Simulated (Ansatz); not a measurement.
# GeAsH5 (quintet): the correlation ladder, cc-pVDZ

One table from this session's results is given with a row withheld; the runs are named, their logs left out.

Program: Ansatz 0.2.0, Gaussian basis. Level of theory: cc-pVDZ, core rule «outside noble gas», up to 28 orbitals frozen. These are calculated values, not measurements.

The runs, in order: UHF; CCSD(T) on ROHF; CCSD(T) on UHF; BCCD(T) on ROHF; CISD; CCSDT(Q) on ROHF; CCSDT(Q) on UHF.

6 further runs of the same task are left out: 6 set aside as unsound or not needed.

## The system

The geometry is a PBE0/def2-TZVP stationary point (not a proven minimum) of the parent state, kept for this charge and spin. No spin-orbit coupling is included. The filled d shell of Ge, As may be among the frozen orbitals whatever the setting's name suggests; the logs give the count.

7 atoms, charge 0, spin multiplicity 5.

Atoms are counted from 1 here; the program's logs count them from 0.

Bond lengths: Ge1–As2 2.414 Å, Ge1–H3 1.535 Å, Ge1–H4 1.537 Å, Ge1–H5 1.537 Å, As2–H6 1.679 Å, As2–H7 1.670 Å. Angles: As2–Ge1–H3 109.9°, As2–Ge1–H4 109.1°, As2–Ge1–H5 109.1°, H3–Ge1–H4 110.0°, H3–Ge1–H5 110.0°, H4–Ge1–H5 108.9°, Ge1–As2–H6 94.6°, Ge1–As2–H7 91.6°, H6–As2–H7 173.7°.

Set-up of the first run:

The input, in.yaml:

```yaml
crystal:
  periodic: [false, false, false]
  atoms:
    - {symbol: Ge, position_ang: [0.000000, 0.002482, 1.208209]}
    - {symbol: As, position_ang: [0.000000, -0.002052, -1.205799]}
    - {symbol: H, position_ang: [0.000000, 1.446730, 1.727162]}
    - {symbol: H, position_ang: [-1.250506, -0.736399, 1.711615]}
    - {symbol: H, position_ang: [1.250506, -0.736399, 1.711615]}
    - {symbol: H, position_ang: [0.000000, 1.671226, -1.344022]}
    - {symbol: H, position_ang: [0.000000, -1.671527, -1.250582]}
basis:
  gaussian: {orbitals: cc-pVDZ}
magnetization: {spin_polarized: true, initial_magnetization: 4}
hamiltonian: {xc: hf}
output: {orbitals: {seedname: orbitals}}
```

Launch:

```sh
$ ansatz run in.yaml --threads 1 --pin off --events-out ev --progress --plain --max-ram 4096MiB --backend cpu
```

Among the steps run: UHF; CCSD(T) on ROHF; CCSD(T) on UHF; BCCD(T) on ROHF; CISD; CCSDT(Q) on ROHF; CCSDT(Q) on UHF.

One table of the session follows, with a row left open; its other results are not shown here.

It belongs to the step «Misses and costs». 

| method | from UCCSDT(Q) (kJ/mol) |
| --- | --- |
| ROHF | +680.4 |
| UHF | ? |
| RMP2 | +144.1 |
| UMP2 | +150.0 |
| CISD | +82.9 |
| RCCSD | +23.6 |
| UCCSD | +21.7 |
| RCCSD(T) | +5.9 |
| UCCSD(T) | +4.7 |
| BCCD(T) | +6.0 |
| RCCSDT | +2.0 |
| UCCSDT | +0.7 |
| RCCSDT(Q) | +1.4 |
| UCCSDT(Q) | 0 |

**Question.** Estimate the row for UHF.

The run gave: from UCCSDT(Q) (kJ/mol): +649.8. In the column «from UCCSDT(Q) (kJ/mol)» it lies between UMP2 (+150.0) and ROHF (+680.4).

Limits of these values: Restricted and unrestricted rows rest on different reference determinants; where their highest levels disagree by more than a few hundredths of an eV, they describe different states and don't form one ladder.
